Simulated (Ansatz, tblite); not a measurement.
**(BeO)4 cube (Be₄O₄): rung by rung**

An exercise on one series of results from a longer session: the logs are not shown, and one member is left open.

Computed with Ansatz 0.2.0, Gaussian basis. Level: as each input shows.

Levels to be run: GFN1-xTB, GFN2-xTB, PBE-D4/def2-TZVP, r2SCAN-D4/def2-TZVP, B2PLYP/def2-TZVP, ωB97X-V/def2-TZVP, HF/def2-TZVP, CAM-B3LYP-D4/def2-TZVP, LDA/def2-TZVP, B97M-V/def2-TZVP, r2SCANh-D4/def2-TZVP, PBE-D4/def2-SVP, PBE0-D4/def2-SVP, HF/STO-3G, HF/6-31G, B3LYP-D4/6-31G, PBE0-D4/def2-TZVPD, PBE-D4/def2-TZVPD, r2SCAN-D4/def2-TZVPD, CCSD(T)/def2-TZVPP, MP2/def2-TZVP, RPA/def2-TZVP.

## The relaxed structure

The geometry is that of the singlet, from an earlier relaxation (B3LYP-D4/def2-SVP).

8 atoms, charge 0, spin multiplicity 1.

Bond lengths: Be1–O2 1.624 Å, Be1–O4 1.624 Å, Be1–O6 1.624 Å, O2–Be3 1.624 Å, O2–Be7 1.624 Å, Be3–O4 1.624 Å, Be3–O8 1.624 Å, O4–Be5 1.624 Å, Be5–O6 1.624 Å, Be5–O8 1.624 Å, O6–Be7 1.624 Å, Be7–O8 1.624 Å. Angles: O2–Be1–O4 99.7°, O2–Be1–O6 99.7°, O4–Be1–O6 99.7°, Be1–O2–Be3 79.4°, Be1–O2–Be7 79.4°, Be3–O2–Be7 79.4°, O2–Be3–O4 99.7°, O2–Be3–O8 99.7°, O4–Be3–O8 99.7°, Be1–O4–Be3 79.4°, Be1–O4–Be5 79.4°, Be3–O4–Be5 79.4°, O4–Be5–O6 99.7°, O4–Be5–O8 99.7°, O6–Be5–O8 99.7°, Be1–O6–Be5 79.4°, Be1–O6–Be7 79.4°, Be5–O6–Be7 79.4° and more.

Coordinates:

```mol
Be4O4
  3D, bonds by distance, orders not assigned

  8 12  0  0  0  0  0  0  0  0999 V2000
   -0.1437   -0.9147    0.8704 Be  0  0
    1.3512   -0.6275    0.3035 O   0  0
    0.7895    0.8898    0.4470 Be  0  0
   -0.5785    0.5978    1.2726 O   0  0
   -1.1293    0.5245   -0.2537 Be  0  0
   -0.9446   -1.0646   -0.5348 O   0  0
    0.4835   -0.4996   -1.0637 Be  0  0
    0.1719    1.0943   -1.0414 O   0  0
  1  2  8  0
  1  4  8  0
  1  6  8  0
  2  3  8  0
  2  7  8  0
  3  4  8  0
  3  8  8  0
  4  5  8  0
  5  6  8  0
  5  8  8  0
  6  7  8  0
  7  8  8  0
M  END
```

PBE0-D4/def2-TZVP was run before; its log isn't repeated, and its numbers join the tables.

The first run:

Tight binding, by tblite at 300 K electronic temperature and without a spin-polarisation term:

```python
tblite.interface.Calculator('GFN1-xTB', numbers, positions, charge=0, uhf=0).singlepoint()
```

Tight binding, by tblite at 300 K electronic temperature and without a spin-polarisation term:

```python
tblite.interface.Calculator('GFN2-xTB', numbers, positions, charge=0, uhf=0).singlepoint()
```

start.molden holds the orbitals of an earlier run on this state, given as this run's starting guess.

Input file in.yaml:

```yaml
crystal:
  periodic: [false, false, false]
  atoms:
    - {symbol: Be, position_ang: [-0.143681, -0.914662, 0.870374]}
    - {symbol: O, position_ang: [1.351157, -0.627515, 0.303494]}
    - {symbol: Be, position_ang: [0.789470, 0.889807, 0.446969]}
    - {symbol: O, position_ang: [-0.578470, 0.597774, 1.272617]}
    - {symbol: Be, position_ang: [-1.129322, 0.524485, -0.253679]}
    - {symbol: O, position_ang: [-0.944573, -1.064581, -0.534751]}
    - {symbol: Be, position_ang: [0.483529, -0.499631, -1.063661]}
    - {symbol: O, position_ang: [0.171879, 1.094323, -1.041353]}
basis:
  gaussian: {orbitals: def2-TZVP, initial_orbitals: start.molden}
hamiltonian: {xc: pbe, dispersion: d4}
scf: {omitted_lower_state_checks: [starts]}
output: {orbitals: {seedname: orbitals}}
```

Command:

```console
> ansatz run in.yaml --threads 4 --pin off --events-out ev --progress --plain --max-ram 3916MiB
```

Among the steps run: PBE-D4/def2-TZVP; r2SCAN-D4/def2-TZVP; B2PLYP/def2-TZVP; ωB97X-V/def2-TZVP; HF/def2-TZVP; CAM-B3LYP-D4/def2-TZVP; LDA/def2-TZVP; B97M-V/def2-TZVP; r2SCANh-D4/def2-TZVP; PBE-D4/def2-SVP; PBE0-D4/def2-SVP; HF/STO-3G; HF/6-31G; B3LYP-D4/6-31G; PBE0-D4/def2-TZVPD; PBE-D4/def2-TZVPD; r2SCAN-D4/def2-TZVPD; CCSD(T)/def2-TZVPP; MP2/def2-TZVP; RPA/def2-TZVP.

One table of the session follows, with a row left open; its other results are not shown here.

It belongs to the step «Levels side by side». 

```
                 level  HOMO (eV)  gap (eV)
             HF/STO-3G      -9.32     12.98
              HF/6-31G     -12.48     13.46
          HF/def2-TZVP     -12.26     12.85
         LDA/def2-TZVP      -7.08      4.21
       PBE-D4/def2-SVP      -7.14      4.34
      PBE-D4/def2-TZVP      -6.81      4.14
     PBE-D4/def2-TZVPD          ?         ?
   r2SCAN-D4/def2-TZVP      -7.04      4.89
  r2SCAN-D4/def2-TZVPD      -7.07      4.91
      B97M-V/def2-TZVP      -7.09      4.60
  r2SCANh-D4/def2-TZVP      -7.63      5.73
        B3LYP-D4/6-31G      -8.22      6.06
      PBE0-D4/def2-SVP      -8.68      6.73
     PBE0-D4/def2-TZVP      -8.32      6.48
    PBE0-D4/def2-TZVPD      -8.35      6.49
CAM-B3LYP-D4/def2-TZVP      -9.84      8.76
     ωB97X-V/def2-TZVP     -10.79     10.72
```

**Question.** Estimate the row for PBE-D4/def2-TZVPD.

The run gave: HOMO (eV): -6.85; gap (eV): 4.17. In the column «HOMO (eV)» it lies between r2SCAN-D4/def2-TZVP (-7.04) and PBE-D4/def2-TZVP (-6.81).
